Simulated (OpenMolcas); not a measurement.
**F: a chain of runs**

We compute a series of 9 runs (ROHF/cc-pVDZ, CASSCF(7,4)/cc-pVDZ, CASPT2(7,4)/cc-pVDZ, CASPT2[IPEA 0](7,4)/cc-pVDZ, SC-NEVPT2(7,4)/cc-pVDZ, PC-NEVPT2(7,4)/cc-pVDZ, MC-PDFT[tPBE](7,4)/cc-pVDZ, MC-PDFT[ftPBE](7,4)/cc-pVDZ, and more) of F. 

Program for the calculation: OpenMolcas 26.06.

88 further runs of the same task are left out: 88 set aside as unsound or not needed.

**1. A single-point energy at ROHF/cc-pVDZ (run 1)**

Contents of step1.inp:

```
&GATEWAY
BASLIB = $CurrDir
COORD
1
angstrom
F        0.000000       0.000000       0.000000
BASIS = cc-pVDZ
GROUP = NoSym
&SEWARD
&SCF
UHF
SPIN = 2
PRORBITALS = 1 2
&RASSCF
FILEORB = $Project.UnaOrb
SPIN = 2
NACTEL = 1 0 0
INACTIVE = 4
RAS2 = 1
OUTORBITALS = Canonical
ORBLISTING = Nothing
```

The basis set cc-pVDZ is read from a file made from the Basis Set Exchange's data (not shown).

Command:

```console
$ export MOLCAS_MEM=1860
$ pymolcas step1.inp > step1.log
```

Standard output:

```text
--- Start Module: gateway ---
[...]
--- Stop Module: gateway /rc=_RC_ALL_IS_WELL_ ---
[...]
      Basis functions           14
[...]
--- Start Module: scf ---
[...]
       Convergence after   9 Iterations
[...]
::    Total SCF energy                                -99.3752403031
[...]
      Total spin, S                                     0.5010024338
[...]
--- Stop Module: scf /rc=_RC_ALL_IS_WELL_ ---
--- Start Module: rasscf ---
[...]
      Number of active orbitals                  1
[...]
      Spin quantum number                      0.5
[...]
      Active orbitals                            1
[...]
      Number of CSFs                             1
[...]
      Number of root(s) required                 1
[...]
      Convergence after  5 iterations
[...]
      printout of CI-coefficients larger than  0.05 for root  1
      energy=     -99.371862
      conf/sym  1     Coeff  Weight
             1  u   1.00000 1.00000
      Natural orbitals and occupation numbers for root  1
      sym 1:   1.000000
      ************************************************************************************************************************
      *                                                    Final results                                                     *
[...]
::    RASSCF root number  1 Total energy:    -99.37186194
[...]
      Total electronic charge=    9.000000
      Total            charge=    0.000000
[...]
      Dipole Moment (debye):
      Origin of the operator (angstrom)=    0.0000    0.0000    0.0000
                   X=  1.7344E-16               Y= -4.2444E-17               Z=  1.4845E-16           Total=  2.3221E-16
      Quadrupole Moment (debye*angstrom):
[...]
--- Stop Module: rasscf /rc=_RC_ALL_IS_WELL_ ---
[...]
```

Run time: 2.8 s. Hardware: 1 thread of Intel Xeon Platinum 8259CL at 2.50GHz (Skylake/Cascade Lake), shared host; peak memory 0.37 GiB.

**2. The F atom: the energy at CASSCF(7,4)/cc-pVDZ (run 2)**

Contents of step2.inp:

```
* F CASSCF
>>> EXPORT MOLCAS_PRINT=2

&GATEWAY
 BasLib
 $CurrDir
 Coord
 1
 angstrom
 F        0.000000       0.000000       0.000000
 Basis
 cc-pVDZ
 Group
 NoSym

&SEWARD

&RASSCF
 FileOrb
 $CurrDir/step1.RasOrb
 Spin
 2
 Nactel
 7 0 0
 Inactive
 1
 Ras2
 4
 OrbListing
 Nothing
 OrbAppear
 Compact
```

The basis set cc-pVDZ is read from a file made from the Basis Set Exchange's data (not shown).

Run the same way, it converges to -99.37186 Eh (log not shown).

Runs 3 to 4 aren't shown in full; the table further down has their settings and results.

**3. The F atom: the energy at SC-NEVPT2(7,4)/cc-pVDZ (run 5)**

Contents of step5.input:

```
&GATEWAY
  BASLIB
  $CurrDir
  COORD
  1
  angstrom
  F        0.000000       0.000000       0.000000
  BASIS
  cc-pVDZ
  GROUP
  NoSym

&SEWARD

&RASSCF
  FILEORB
  $CurrDir/step2.RasOrb
  SPIN
  2
  NACTEL
  7 0 0
  INACTIVE
  1
  RAS2
  4
  ORBLISTING
  Nothing
  ORBAPPEAR
  Compact

&CASPT2
  SC-NEVPT2
  FROZEN
  1
```

The basis set cc-pVDZ is read from a file made from the Basis Set Exchange's data (not shown).

Command:

```console
$ export MOLCAS_MEM=1860
$ pymolcas step5.input > step5.log
```

Standard output:

```text
--- Start Module: gateway ---
[...]
--- Stop Module: gateway /rc=_RC_ALL_IS_WELL_ ---
[...]
      Basis functions           14
[...]
--- Start Module: rasscf ---
[...]
      Number of active orbitals                  4
[...]
      Spin quantum number                      0.5
[...]
      Active orbitals                            4
[...]
      Number of CSFs                             4
[...]
      Number of root(s) required                 1
[...]
      Convergence after  4 iterations
[...]
      printout of CI-coefficients larger than  0.05 for root  1
      energy=     -99.371862
      conf/sym  1111     Coeff  Weight
             1  222u   1.00000 1.00000
      Natural orbitals and occupation numbers for root  1
      sym 1:   2.000000   2.000000   2.000000   1.000000
      ************************************************************************************************************************
      *                                                    Final results                                                     *
[...]
::    RASSCF root number  1 Total energy:    -99.37186194
[...]
      Total electronic charge=    9.000000
      Total            charge=   -0.000000
[...]
      Dipole Moment (debye):
      Origin of the operator (angstrom)=    0.0000    0.0000    0.0000
                   X=  1.7344E-16               Y= -4.2444E-17               Z=  1.4845E-16           Total=  2.3221E-16
      Quadrupole Moment (debye*angstrom):
[...]
--- Stop Module: rasscf /rc=_RC_ALL_IS_WELL_ ---
--- Start Module: caspt2 ---
[...]
      E2 (Variational):          -0.1282634360
[...]
      E2 (Variational):          -0.1279886901
      Total energy:             -99.4998506302
[...]
      Reference weight:           0.98084
[...]
::    SC-NEVPT2 Root  1     Total energy:    -99.49985063
[...]
--- Stop Module: caspt2 /rc=_RC_ALL_IS_WELL_ ---
[...]
```

It took 2.6 s on 1 thread of Intel Xeon Platinum 8259CL at 2.50GHz (Skylake/Cascade Lake), shared host; peak memory 0.37 GiB.

Runs 6 to 8 aren't shown in full; the table further down has their settings and results.

**4. The F atom: a single-point energy at MRCI(7,4)/cc-pVDZ (run 9)**

Contents of step9.input:

```
* F MRCI
>>> EXPORT MOLCAS_PRINT=2

&GATEWAY
  BasLib=$CurrDir
  Coord
  1
  angstrom
  F        0.000000       0.000000       0.000000
  Basis=cc-pVDZ
  Group=NoSym

&SEWARD

&RASSCF
  FileOrb=$CurrDir/step2.RasOrb
  Spin=2
  Nactel=7 0 0
  Inactive=1
  Ras2=4
  OrbListing=Nothing
  OrbAppear=Compact

&MOTRA
  LumOrb
  Frozen=1

&GUGA
  Electrons=7
  Spin=2
  Inactive=0
  Active=4
  CIAll=1

&MRCI
  SDCI
```

The basis set cc-pVDZ is read from a file made from the Basis Set Exchange's data (not shown).

Run the same way, it converges to -99.52370 Eh (log not shown).

**5. All runs side by side**

```
run                        level   active rule  inactive  energy (Eh)  dipole moment (D) of the reference  wall time
  1                 ROHF/cc-pVDZ             –         –   -99.371862                                0.00      2.8 s
  2          CASSCF(7,4)/cc-pVDZ  full valence         1   -99.371862                                0.00      2.2 s
  3          CASPT2(7,4)/cc-pVDZ  full valence         1   -99.518267                                0.00      2.3 s
  4  CASPT2[IPEA 0](7,4)/cc-pVDZ  full valence         1   -99.520017                                0.00      2.5 s
  5       SC-NEVPT2(7,4)/cc-pVDZ  full valence         1   -99.499851                                0.00      2.6 s
  6       PC-NEVPT2(7,4)/cc-pVDZ  full valence         1   -99.500125                                0.00      3.3 s
  7   MC-PDFT[tPBE](7,4)/cc-pVDZ  full valence         1   -99.615401                                0.00      3.3 s
  8  MC-PDFT[ftPBE](7,4)/cc-pVDZ  full valence         1   -99.646141                                0.00      2.6 s
  9            MRCI(7,4)/cc-pVDZ  full valence         1   -99.523704                                0.00      2.3 s
```

**6. Summary of results**

| quantity | value |
| --- | --- |
| F atom, run 9: total energy | -99.52370 Eh |
| F atom, run 9: dipole moment (CASSCF density) | 0.00 D |

What this shows: Below the ROHF energy at the same shape and in the same basis (cc-pVDZ): CASSCF(7,4) +0.0 mEh; CASPT2(7,4) -146.4 mEh; CASPT2[IPEA 0](7,4) -148.2 mEh; SC-NEVPT2(7,4) -128.0 mEh; PC-NEVPT2(7,4) -128.3 mEh; MRCI(7,4) -151.8 mEh. Active-space methods hold only the correlation inside their space unless a perturbation or CI step follows. All runs together took 24 s, the longest 3.3 s.
